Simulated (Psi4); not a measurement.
**B97-1-D3(BJ)/3-21G (intrafrag hess fischer) run of SnS (SMILES [S][Sn])**

We compute a structure relaxation of SnS. Input form: a Python script.

The results are computed with Psi4 1.11.

7 further runs of the same task are left out: 3 that didn't finish, 4 set aside as unsound or not needed.

### 1 The structure to begin with

SnS has 2 atoms, charge 0, and is taken as a singlet. As SMILES, `[S][Sn]`. The bond length is the measured one. The run starts from this shape.

Bond lengths: S1–Sn2 2.209 Å.

### 2 A geometry optimisation at B97-1-D3(BJ)/3-21G (intrafrag hess fischer)

calc.py

```python
import psi4

psi4.set_memory('1600 MB')
psi4.set_num_threads(1)
psi4.core.set_output_file('run.log', False)

molecule = psi4.geometry("""
0 1
S      0.000000     0.000000     0.000000
Sn     0.000000     0.000000     2.209026
""")

psi4.set_options({
    'basis': '3-21G',
    'reference': 'rks',
    'geom_maxiter': 60,
    'intrafrag_hess': 'fischer',
    'opt_coordinates': 'both',
    'scf_type': 'pk',
})

e_tot = psi4.optimize('b97-1-d3bj2b')
print(f'total energy {e_tot:.8f} hartree = {e_tot * 27.211386:.5f} eV')
print(molecule.to_string(dtype='xyz', units='Angstrom'))
for k, v in sorted(psi4.core.scalar_variables().items()):
    print(f'{k:45s} {v:18.10f}')
```

Launch:

```console
python calc.py
```

run.log:

```text
[...]
  Running in c2v symmetry.
[...]
  Nuclear repulsion =  191.641822475606887
[...]
  Multiplicity = 1
[...]
  Nalpha       = 33
  Nbeta        = 33
[...]
    Number of basis functions: 46
[...]
   @RKS iter   1: -6395.06129127466556   -4.47059e+00   2.14811e-02 DIIS/ADIIS
[...]
   @RKS iter   5: -6395.22054098253557   -7.27596e-12   5.49060e-09 DIIS
[...]
    Orbital Energies [Eh]
    ---------------------
    Doubly Occupied:
       1A1  -1024.719552     2A1  -152.129247     1B2  -141.751980
       1B1  -141.751980     3A1  -141.751368     4A1   -88.233137
       5A1   -29.639391     2B2   -25.270726     2B1   -25.270726
       6A1   -25.268188     1A2   -17.894677     7A1   -17.894676
       8A1   -17.893115     3B1   -17.892921     3B2   -17.892921
       9A1    -7.876756    10A1    -5.829909     4B2    -5.827537
       4B1    -5.827537    11A1    -4.800112     5B2    -3.339581
       5B1    -3.339581    12A1    -3.333694    13A1    -1.125769
       2A2    -1.125767    14A1    -1.124094     6B1    -1.120852
       6B2    -1.120852    15A1    -0.673841    16A1    -0.414278
      17A1    -0.261372     7B2    -0.258181     7B1    -0.258181
[...]
  @RKS Final Energy: -6395.22054098253557
   => Energetics <=
    Nuclear Repulsion Energy =            183.8442951374198913
    One-Electron Energy =               -9189.0500934191186388
    Two-Electron Energy =                2757.8297677296350230
    DFT Exchange-Correlation Energy =    -147.8363835428247057
    Empirical Dispersion Energy =          -0.0081268876461236
    VV10 Nonlocal Energy =                  0.0000000000000000
    Total Energy =                      -6395.2205409825346578
[...]
 Multipole Moments:
 ------------------------------------------------------------------------------------
     Multipole            Electronic (a.u.)      Nuclear  (a.u.)        Total (a.u.)
 ------------------------------------------------------------------------------------
 L = 1.  Multiply by 2.5417464519 to convert [e a0] to [Debye]
 Dipole X            :          0.0000000            0.0000000            0.0000000
 Dipole Y            :          0.0000000           -0.0000000           -0.0000000
 Dipole Z            :         10.7403364           -9.1638312            1.5765052
 Magnitude           :                                                    1.5765052
[...]
  -Total Gradient:
     Atom            X                  Y                   Z
    ------   -----------------  -----------------  -----------------
       1        0.000000000000    -0.000000000000     0.000067347787
       2        0.000000000000    -0.000000000000     0.000137585108
[...]
    Final optimized geometry and variables:
    Molecular point group: c2v
    Full point group: C_inf_v
    Geometry (in Angstrom), charge = 0, multiplicity = 1:
    S           -0.000000000000     0.000000000000    -1.817958261642
    SN           0.000000000000     0.000000000000     0.484760831270
[...]
```

On the terminal:

```text
Some dependencies such as QCElemental have not yet finished migration to pydantic v2. If issues are encountered please downgrade pydantic or upgrade QCElemental as appropriate
	Previous geometry is closer to target in internal coordinates, so using that one.

	Best geometry has RMS(Delta(q)) = 1.00e-15

	Denominators (dg)(dq) or (dq)(dq) are very small.
	Skipping Hessian update for step 5.
	Previous geometry is closer to target in internal coordinates, so using that one.

	Best geometry has RMS(Delta(q)) = 1.55e-13

Optimizer: Optimization complete!
total energy -6395.22054098 hartree = -174022.81470 eV
2
0 1 SSn
S                     0.000000000000     0.000000000000    -1.817958261642
Sn                    0.000000000000     0.000000000000     0.484760831270

B97-1-D3(BJ) DISPERSION CORRECTION ENERGY          -0.0081268876
CURRENT ENERGY                                  -6395.2205409825
CURRENT REFERENCE ENERGY                        -6395.2205409825
DD SOLVATION ENERGY                                 0.0000000000
DFT FUNCTIONAL TOTAL ENERGY                     -6395.2124140949
DFT TOTAL ENERGY                                -6395.2205409825
DFT VV10 ENERGY                                     0.0000000000
DFT XC ENERGY                                    -147.8363835428
DISPERSION CORRECTION ENERGY                       -0.0081268876
GRID ELECTRONS ALPHA                               33.0000015691
GRID ELECTRONS BETA                                33.0000015691
GRID ELECTRONS TOTAL                               66.0000031381
NUCLEAR REPULSION ENERGY                          183.8442951374
ONE-ELECTRON ENERGY                             -9189.0500934191
OPTIMIZATION ITERATIONS                             6.0000000000
PCM POLARIZATION ENERGY                             0.0000000000
PE ENERGY                                           0.0000000000
SCF ITERATION ENERGY                            -6395.2205409825
SCF ITERATIONS                                      5.0000000000
SCF TOTAL ENERGY                                -6395.2205409825
TWO-ELECTRON ENERGY                              2757.8297677296
XC GRID RADIAL POINTS                              75.0000000000
XC GRID SPHERICAL POINTS                          302.0000000000
XC GRID TOTAL POINTS                            41404.0000000000
```

It took 19 s on 1 thread of AMD EPYC, shared host; peak memory 0.27 GiB.

Step by step:

```tsv
step	energy from the first frame kept (eV)	largest force (eV/Å)
0	0.0000	2.2308
1	-0.0481	1.5429
2	-0.0965	0.2519
3	-0.0981	0.0450
4	-0.0981	0.0096
5	-0.0981	0.0071
```

After the run. Bond lengths: S1–Sn2 2.303 Å.

### 3 What came out

At B97-1-D3(BJ)/3-21G (intrafrag hess fischer):

| quantity | value |
| --- | --- |
| total energy at the end | -6395.22054 Eh |
| dipole moment | 4.01 D |
| HOMO energy | -7.03 eV |
| LUMO energy | -2.75 eV |
| HOMO–LUMO gap | 4.28 eV |
| bond length | 2.303 Å |
| dispersion energy | -21.34 kJ/mol |

In words: At the final geometry: Bond lengths: S1–Sn2 2.303 Å. The optimisation took 6 steps and changed the energy by -0.098 eV. Relativity is left out although the molecule holds a heavy atom.
